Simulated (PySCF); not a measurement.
# C2H9B2P: electronic excitations and core binding energies

What electronic excitations and core binding energies should C2H9B2P (`BPBCC`) show?

Computed with PySCF 2.14.0, with density-fitted response routines of our own, on a single molecule in the gas phase. Atoms count from 0, in the outputs and in this text.

## (1) Starting geometry

14 atoms, charge 0, multiplicity 1; geometry from: GFN2-xTB.

Bonds of the start (Å): B0–P1 1.80, P1–B2 1.82, B2–C3 1.58, C3–C4 1.53, B0–H5 1.17, B0–H6 1.17, P1–H7 1.38, B2–H8 1.17, C3–H9 1.10, C3–H10 1.09, C4–H11 1.09, C4–H12 1.09, C4–H13 1.09.

## (2) TDDFT and polarisability: B3LYP/def2-SVPD

Job settings and geometry (Å):

```
{"job": {"kind": "uv", "xc": "B3LYP", "basis": "def2-SVPD", "nstates": 8, "ntriplets": 3}, "charge": 0, "multiplicity": 1}
B      3.256164    -0.145110     0.304018
P      1.714428    -0.481044    -0.566419
B      0.117624    -0.230344     0.267903
C     -1.144562     0.316600    -0.516435
C     -2.496164     0.000954     0.128255
H      4.199051     0.226739    -0.277519
H      3.303542    -0.365223     1.452434
H      1.698293     0.040901    -1.842313
H      0.056772    -0.494681     1.408894
H     -1.047599     1.407298    -0.584118
H     -1.156503    -0.034260    -1.552686
H     -3.312975     0.457515    -0.428563
H     -2.527884     0.373948     1.149406
H     -2.660866    -1.073766     0.155076
```

Method: TDDFT B3LYP/def2-SVPD, vertical, gas phase, core orbitals frozen in the response.

On the command line:

```console
OMP_NUM_THREADS=1 python probes_run.py task.json out
```

The driver reads the jobs from task.json and runs them one after another.

What it wrote:

```text
coarse grid: 11552 points
cycle   1  E = -472.3899832229  dE =  1.825e-01  |g| = 3.750e-01  |ddm| = 4.961e+00
cycle   2  E = -472.3754212680  dE =  1.456e-02  |g| = 4.486e-01  |ddm| = 1.225e+00
cycle   3  E = -472.4335891750  dE = -5.817e-02  |g| = 3.862e-02  |ddm| = 5.443e-01
cycle   4  E = -472.4339525001  dE = -3.633e-04  |g| = 1.906e-02  |ddm| = 1.175e-01
cycle   5  E = -472.4340736587  dE = -1.212e-04  |g| = 6.204e-03  |ddm| = 4.432e-02
cycle   6  E = -472.4340864604  dE = -1.280e-05  |g| = 1.740e-03  |ddm| = 1.195e-02
cycle   7  E = -472.4340875808  dE = -1.120e-06  |g| = 2.398e-04  |ddm| = 3.193e-03
final grid: 105112 points
cycle   8  E = -472.4983300032  dE = -3.096e-05  |g| = 4.670e-03  |ddm| = 6.503e-02
cycle   9  E = -472.4983270498  dE =  2.953e-06  |g| = 5.778e-03  |ddm| = 1.375e-02
cycle  10  E = -472.4983360153  dE = -8.966e-06  |g| = 4.271e-04  |ddm| = 6.777e-03
cycle  11  E = -472.4983360740  dE = -5.865e-08  |g| = 1.499e-04  |ddm| = 9.774e-04
cycle  12  E = -472.4983360814  dE = -7.405e-09  |g| = 5.513e-05  |ddm| = 2.991e-04
cycle  13  E = -472.4983360824  dE = -1.059e-09  |g| = 1.052e-05  |ddm| = 1.130e-04
cycle  14  E = -472.4983360825  dE = -3.524e-11  |g| = 2.097e-06  |ddm| = 2.564e-05
converged SCF energy = -472.4983360825

Static polarisability (au): isotropic 86.486, principal 64.536 74.976 119.946

Singlet excitations
state   eV       nm        f      main configurations
  1   4.7660    260.1   0.29426   H->L 0.94
  2   5.2725    235.2   0.00143   H-1->L 0.96
  3   5.7200    216.8   0.00210   H-2->L 0.92
  4   5.9186    209.5   0.09136   H->L+1 0.94
  5   6.1430    201.8   0.00190   H-3->L 0.87
  6   6.5225    190.1   0.07093   H-1->L+1 0.77, H-5->L 0.11
  7   6.8145    181.9   0.06404   H->L+2 0.69, H->L+3 0.24
  8   6.8881    180.0   0.00290   H-4->L 0.90

Triplet excitations (Tamm-Dancoff, eV): 3.4274 4.4866 4.8689
```

Wall time 18 s (1 thread of Arm Neoverse V1, shared host); peak memory 0.71 GiB.

The orbitals next to the gap, with their largest atomic shares:

| orbital | eV | atoms |
| --- | --- | --- |
| HOMO−3 | -9.51 | B0 32 %, H6 22 %, P1 14 % |
| HOMO−2 | -8.97 | B2 25 %, C3 18 %, H8 16 % |
| HOMO−1 | -8.55 | C3 20 %, B2 20 %, P1 16 % |
| HOMO | -7.25 | P1 54 %, B0 18 %, B2 15 % |
| LUMO | -2.09 | B0 34 %, B2 24 %, P1 17 % |
| LUMO+1 | -0.90 | P1 29 %, B2 26 %, B0 20 % |
| LUMO+2 | 0.39 | B2 31 %, B0 14 %, C4 11 % |

With each of the 8 states as a Gaussian band of 0.4 eV half-width at 1/e, the curve within the window shown has maxima at 260 nm (ε 12,000), 206 nm (ε 4,200), 187 nm (ε 5,000) L/(mol cm). Beyond the last state computed it falls off for lack of states. The curve at chosen wavelengths:

(nm, ε (L/mol/cm)): (172, 1331), (177, 3026), (182, 4544), (187, 5015), (192, 4593), (197, 4148), (202, 4150), (207, 4225), (212, 3835), (217, 2970), (222, 2083), (227, 1685), (232, 2123), (237, 3524), (242, 5734), (247, 8281), (252, 10489), (257, 11754), (262, 11790), (267, 10711), (272, 8906), (277, 6844), (282, 4903), (287, 3299), (292, 2100), (297, 1272)

Ground-state properties from the same run:

| property | computed |
| --- | --- |
| dipole moment (D) | 1.25 |
| polarisability (Å³) | 12.82 |
| HOMO–LUMO gap (eV) | 5.16 |
| −ε(HOMO) (eV) | 7.25 |

## (3) Core holes by ΔSCF: SCAN, X2C

Same as in step 2 but for these lines:

```diff
@@ -1,2 +1,2 @@
-{"job": {"kind": "uv", "xc": "B3LYP", "basis": "def2-SVPD", "nstates": 8, "ntriplets": 3}, "charge": 0, "multiplicity": 1}
+{"job": {"kind": "xps"}, "charge": 0, "multiplicity": 1}
 B      3.256164    -0.145110     0.304018
```

Method: delta-SCF UKS SCAN, pcX-2 on the ionised atom, pcseg-1 elsewhere, spin-free X2C.

What it wrote:

```text
ground state, core basis on atom 0 (B), 150 functions
  cycle   1  E = -473.28311885  |g| = 4.51e-01
  cycle   2  E = -473.24783072  |g| = 5.71e-01
  cycle   3  E = -473.34604538  |g| = 5.53e-02
  cycle   4  E = -473.34687394  |g| = 2.41e-02
  cycle   5  E = -473.34706901  |g| = 6.88e-03
  cycle   6  E = -473.34708235  |g| = 3.02e-03
  cycle   7  E = -473.34708465  |g| = 1.09e-03
  cycle   8  E = -473.34708486  |g| = 3.94e-04
  E(ground) = -473.37620699 Eh
hole in B 1s of atom 0
  cycle   1  E = -465.73533501  |g| = 1.16e+00
  cycle   2  E = -463.56224902  |g| = 1.94e+00
  cycle   3  E = -465.88643895  |g| = 5.97e-01
  cycle   4  E = -466.12380741  |g| = 2.73e-01
  cycle   5  E = -466.16852430  |g| = 1.00e-01
  cycle   6  E = -466.17297241  |g| = 8.29e-02
  cycle   7  E = -466.17817086  |g| = 2.14e-02
  cycle   8  E = -466.17923892  |g| = 2.27e-02
  cycle   9  E = -466.18023423  |g| = 1.39e-02
  cycle  10  E = -466.18059844  |g| = 6.71e-03
  cycle  11  E = -466.18063022  |g| = 2.22e-03
  cycle  12  E = -466.18063417  |g| = 7.59e-04
  cycle  13  E = -466.18063513  |g| = 2.84e-04
  E(ion) = -466.21036724 Eh   <S^2> = 1.1271   hole on atom = 1.000   binding energy = 194.992 eV
ground state, core basis on atom 1 (P), 161 functions
  cycle   1  E = -473.46855826  |g| = 3.38e-01
  cycle   2  E = -473.46837585  |g| = 3.55e-02
  cycle   3  E = -473.46766518  |g| = 5.83e-02
  cycle   4  E = -473.46881094  |g| = 6.00e-03
  cycle   5  E = -473.46881784  |g| = 3.62e-03
  cycle   6  E = -473.46882357  |g| = 5.59e-04
  cycle   7  E = -473.46882274  |g| = 8.83e-05
  E(ground) = -473.46762538 Eh
hole in P 1s of atom 1
  cycle   1  E = -393.32189875  |g| = 4.72e+00
  cycle   2  E = -393.40591956  |g| = 2.21e+00
  cycle   3  E = -393.85297630  |g| = 9.82e-01
  cycle   4  E = -394.41708977  |g| = 3.22e-01
  cycle   5  E = -394.47387892  |g| = 9.57e-02
  cycle   6  E = -394.47851912  |g| = 2.86e-02
  cycle   7  E = -394.47890113  |g| = 5.98e-03
  cycle   8  E = -394.47891179  |g| = 4.28e-03
  cycle   9  E = -394.47892346  |g| = 7.55e-04
  cycle  10  E = -394.47892241  |g| = 2.04e-04
  E(ion) = -394.47736725 Eh   <S^2> = 0.7517   hole on atom = 1.000   binding energy = 2149.434 eV
hole in P 2p of atom 1
  cycle   1  E = -468.05154748  |g| = 1.39e+00
  cycle   2  E = -467.83665288  |g| = 1.26e+00
  cycle   3  E = -468.38224789  |g| = 3.11e-01
  cycle   4  E = -468.43855316  |g| = 1.21e-01
  cycle   5  E = -468.44552821  |g| = 4.33e-02
  cycle   6  E = -468.44654014  |g| = 9.99e-03
  cycle   7  E = -468.44658459  |g| = 5.61e-03
  cycle   8  E = -468.44660710  |g| = 1.09e-03
  cycle   9  E = -468.44660845  |g| = 6.89e-04
  cycle  10  E = -468.44660821  |g| = 2.75e-04
  E(ion) = -468.45604162 Eh   <S^2> = 0.7538   hole on atom = 1.002   binding energy = 136.372 eV
  2p3/2 = 136.029 eV   2p1/2 = 136.916 eV
ground state, core basis on atom 2 (B), 150 functions
  cycle   1  E = -473.34685055  |g| = 6.08e-02
  cycle   2  E = -473.34583154  |g| = 6.57e-02
  cycle   3  E = -473.34724307  |g| = 2.32e-02
  cycle   4  E = -473.34743729  |g| = 8.98e-03
  cycle   5  E = -473.34746719  |g| = 1.52e-03
  cycle   6  E = -473.34746856  |g| = 2.61e-04
  E(ground) = -473.37652474 Eh
hole in B 1s of atom 2
  cycle   1  E = -465.73085678  |g| = 1.17e+00
  cycle   2  E = -464.16317353  |g| = 1.90e+00
  cycle   3  E = -465.98681913  |g| = 4.74e-01
  cycle   4  E = -466.01721377  |g| = 4.37e-01
  cycle   5  E = -466.16527762  |g| = 7.39e-02
  cycle   6  E = -466.16878676  |g| = 3.90e-02
  cycle   7  E = -466.17021346  |g| = 1.92e-02
  cycle   8  E = -466.17079282  |g| = 1.63e-02
  cycle   9  E = -466.17128703  |g| = 1.32e-02
  cycle  10  E = -466.17157285  |g| = 6.72e-03
  cycle  11  E = -466.17160130  |g| = 2.12e-03
  cycle  12  E = -466.17160792  |g| = 1.10e-03
  cycle  13  E = -466.17161039  |g| = 2.96e-04
  E(ion) = -466.20159775 Eh   <S^2> = 1.0025   hole on atom = 1.000   binding energy = 195.240 eV
ground state, core basis on atom 3 (C), 150 functions
  cycle   1  E = -473.35476789  |g| = 5.81e-02
  cycle   2  E = -473.35459188  |g| = 2.85e-02
  cycle   3  E = -473.35450592  |g| = 3.16e-02
  cycle   4  E = -473.35486421  |g| = 4.00e-03
  cycle   5  E = -473.35486849  |g| = 5.19e-04
  cycle   6  E = -473.35486795  |g| = 1.26e-04
  E(ground) = -473.38266447 Eh
hole in C 1s of atom 3
  cycle   1  E = -462.12154039  |g| = 1.51e+00
  cycle   2  E = -461.30434709  |g| = 1.87e+00
  cycle   3  E = -462.59009274  |g| = 4.15e-01
  cycle   4  E = -462.60330592  |g| = 3.41e-01
  cycle   5  E = -462.69208370  |g| = 6.31e-02
  cycle   6  E = -462.69448139  |g| = 1.46e-02
  cycle   7  E = -462.69460779  |g| = 6.03e-03
  cycle   8  E = -462.69463153  |g| = 1.57e-03
  cycle   9  E = -462.69463333  |g| = 9.24e-04
  cycle  10  E = -462.69463386  |g| = 4.11e-04
  E(ion) = -462.72081478 Eh   <S^2> = 0.7667   hole on atom = 1.000   binding energy = 290.124 eV
ground state, core basis on atom 4 (C), 150 functions
  cycle   1  E = -473.35470332  |g| = 5.83e-02
  cycle   2  E = -473.35463765  |g| = 2.50e-02
  cycle   3  E = -473.35467471  |g| = 2.16e-02
  cycle   4  E = -473.35478780  |g| = 2.72e-03
  cycle   5  E = -473.35479198  |g| = 2.08e-04
  E(ground) = -473.38267078 Eh
hole in C 1s of atom 4
  cycle   1  E = -462.12208618  |g| = 1.50e+00
  cycle   2  E = -461.49175726  |g| = 1.77e+00
  cycle   3  E = -462.62930903  |g| = 3.31e-01
  cycle   4  E = -462.65070691  |g| = 2.04e-01
  cycle   5  E = -462.67919918  |g| = 6.98e-02
  cycle   6  E = -462.68241941  |g| = 1.86e-02
  cycle   7  E = -462.68263648  |g| = 7.18e-03
  cycle   8  E = -462.68267311  |g| = 2.65e-03
  cycle   9  E = -462.68267851  |g| = 9.20e-04
  cycle  10  E = -462.68268004  |g| = 4.44e-04
  E(ion) = -462.70976244 Eh   <S^2> = 0.7671   hole on atom = 1.000   binding energy = 290.425 eV
```

Wall time 49 s (1 thread of Arm Neoverse V1, shared host); peak memory 0.45 GiB.

The holes in one table. −ε is the ground-state orbital energy:

| hole | stands for | environment | ΔSCF (eV; 2p as the shell's mean) | −ε (eV) | ⟨S²⟩ |
| --- | --- | --- | --- | --- | --- |
| B1s on B0 | B0 | boron bonded to P, 2 H | 194.99 (doubtful) | 180.2 | 1.127 |
| P1s on P1 | P1 | phosphorus bonded to 2 B, H | 2149.43 | 2092.4 | 0.752 |
| P2p on P1 | P1 | phosphorus bonded to 2 B, H | 136.32 | 125.5 | 0.754 |
| B1s on B2 | B2 | boron bonded to C, P, H | 195.24 (doubtful) | 180.3 | 1.003 |
| C1s on C3 | C3 | sp3 CH2 bonded to B | 290.12 | 273.3 | 0.767 |
| C1s on C4 | C4 | methyl carbon | 290.42 | 273.3 | 0.767 |

Doubtful: the ion did not converge, its hole moved, or its ⟨S²⟩ is well above 0.75.

With the spin-orbit splitting: P1 2p3/2 136.03, 2p1/2 136.92 eV. The table gives each 2p level as the mean over the whole 2p shell (two parts 2p3/2, one part 2p1/2), which differs a little from the single hole in the log.

## (4) Outcome

| quantity | value |
| --- | --- |
| lowest singlet (B3LYP/def2-SVPD) | 4.77 eV (260 nm), f = 0.294 |
| lowest triplet | 3.43 eV |
| C1s binding energies, SCAN/pcX-2 | C4 290.42, C3 290.12 eV |
| P1s binding energies, SCAN/pcX-2 | P1 2149.43 eV |
| P2p binding energies, SCAN/pcX-2 | P1 136.32 eV |

In words: The lowest singlet, at 4.77 eV, is HOMO→LUMO 0.94 and is bright. The lowest triplet lies 1.34 eV below the lowest singlet (triplets in Tamm-Dancoff, singlets in full TDDFT). The C1s levels kept as sound span 0.30 eV, from C3 (sp3 CH2 bonded to B) up to C4 (methyl carbon).
